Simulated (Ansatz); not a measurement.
# Sn: the cost of one run

Computed with Ansatz 0.2.0 (DFT LDA, frozen-core PAW, scalar-relativistic unless said, unless a step's input says otherwise).

4 further runs of the same task are left out: 4 set aside as unsound or not needed.

**1. The structure to begin with**

Symmetry: Immm, No. 71, orthorhombic system. Conventional cell: a = 3.453 Å, b = 3.551 Å, c = 4.677 Å, α = 90.00°, β = 90.00°, γ = 90.00°. Sn (site symmetry mmm) is surrounded by 12 Sn at 3.41 to 3.55 Å.

As a file:

```
Sn
1.0
    -1.72654    1.77555    2.33834
     1.72654   -1.77555    2.33834
     1.72654    1.77555   -2.33834
Sn
1
Direct
  0.00000 0.00000 0.00000
```

Cartesian axes are those of the input's lattice vectors. The structure goes back to a database entry.

**2. Cell and atoms relaxed, PAW**

The input, input.yaml:

```yaml
crystal:
  lattice:
    - [-1.726539, 1.775547, 2.338342]
    - [1.726539, -1.775547, 2.338342]
    - [1.726539, 1.775547, -2.338342]
  atoms:
    - { symbol: Sn, position: [0.0, 0.0, 0.0] }
kpoints:
  mp_grid: { grid: [14, 14, 14] }
scf:
  occupations: { method: fermi_dirac, width: 0.1 }
hamiltonian:
  xc: lda
  pseudopotentials: { kind: paw }
relax:
  f_tol: 0.002
  max_steps: 80
  cell: {}
output:
  forces: true
  stress: true
```

Started as:

```console
$ ansatz run input.yaml --threads 2 --pin off --max-ram 6144MiB --backend cpu --events-out ev --progress --plain --runs-dir out
```

**Question.** How long does this run take on 2 threads of Arm Neoverse V2, shared host, and how much memory does it need?

About 21 s, with a peak of 0.42 GiB.
